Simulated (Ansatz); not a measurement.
## Cs2AgSbCl6, space group Fm-3m: a projected density of states, step by step

With the Ansatz DFT code, driven from Python.

Run as a notebook:

**Cell 1**
```python
import ansatz as az
import matplotlib.pyplot as plt
import numpy as np
```

**Cell 2**
```python
xtal = (
    az.Lattice.fcc(10.664)
    .space_group(225)
    .atom("Cs", [0.25, 0.75, 0.75])
    .atom("Ag", [0.5, 0.0, 0.0])
    .atom("Sb", [0.0, 0.0, 0.0])
    .atom("Cl", [0.24627, 0.0, 0.0])
    .primitive()
)
```

**Cell 3**
```python
xtal.resolved().sites[-1]
```
Output:
```text
Site(symbol='Cl', position=(0.24627, 0.75373, 0.75373), moment=None, axis=None, held=None, saved=None)
```

**Cell 4**
```python
job = (
    xtal.calculation()
    .kpoints(4, center="gamma")
    .basis(500)
    .functional("r2SCAN")
    .occupations(az.OccupationsMethod.FIXED)
    .scf(extra_bands=26)
    .density_of_states(projected=True, method="smearing", broadening_width=0.15, energy_step=0.1)
)
planned = job.session().plan(threads=1)
facts = planned.describe()
print("plan:", facts["n_bands"], "bands,", len(facts["kpoints_frac"]), "k-points, plane waves", facts["n_pw_range"], "grid", facts["fft_dense"])
result = planned.execute()
data = result.report
```
Output:
```text
plan: 73 bands, 8 k-points, plane waves [7672, 7768] grid [60, 60, 60]
```

**Cell 5**
```python
data["n_iterations"], data["closed_by"]
```
Output:
```text
(7, 'deck_thresholds')
```

**Cell 6**
```python
data["free_energy_ev"]
```
Output:
```text
-31991.24617523655
```

**Cell 7**
```python
dos = result.density_of_states()
energy = np.asarray(dos.energies_ev) - dos.fermi_ev
curves = {}
for site in result.projected_density_of_states().sites:
    for shell in site.shells:
        weight = sum(np.sum(curve.g_bin_mean_per_ev, axis=0) for curve in shell.curves)
        name = f"{site.species} {shell.label}"
        curves[name] = curves.get(name, 0) + weight
```

**Cell 8**
```python
window = (energy > -6) & (energy < 4)
fig, ax = plt.subplots(figsize=(5.5, 3.5))
for name, g in curves.items():
    if g[window].max() > 0.05:
        ax.plot(energy[window], g[window], label=name, lw=1)
        print(f"{name:8s} peak {g[window].max():7.3f} states/eV at {energy[window][g[window].argmax()]:6.2f} eV")
ax.set(xlabel="E - E_F (eV)", ylabel="states/eV")
ax.legend(fontsize=7)
fig.tight_layout()
fig.savefig("pdos.png", dpi=100)
```
Output:
```text
Cs 6S    peak   0.286 states/eV at  -4.07 eV
Cs 5P    peak   0.239 states/eV at  -3.87 eV
Ag 5S    peak   1.049 states/eV at   2.23 eV
Ag 4D    peak   7.940 states/eV at  -2.37 eV
Sb 5S    peak   0.463 states/eV at  -0.47 eV
Sb 5P    peak   2.920 states/eV at   3.43 eV
Cl 3S    peak   0.334 states/eV at   2.23 eV
Cl 3P    peak  17.407 states/eV at  -2.77 eV
```

What to keep in mind:
- Total energies depend on the potentials; only differences at equal settings carry meaning. A total without «per atom» is that of the whole cell that was run.
- Semilocal gaps usually lie well under measured ones.
- The empty d shell of the heavier alkali and alkaline-earth atoms, which makes much of a conduction band, may have no channel.
- Peaks are the largest values inside the energy window taken; deeper bands lie outside it.
- The crystal has a gap of about 1.64 eV on the mesh; density of states inside it is the tail of the broadening.
- The structure is a deposited one; some such entries were measured under pressure or heat, so a shift against it needn't be the functional's error alone.
- Curves are summed over the cell's atoms. Only shells that the potentials hold have channels, so projections don't add up to the total, least of all where a shell is missing (p of most metals); heights and places of peaks move with the mesh.
- The density of states is complete only as far up as bands were computed.
- Wall time of the script: 29 s on 1 thread of Arm Neoverse V1 (shared host), peak memory 1.4 GiB.
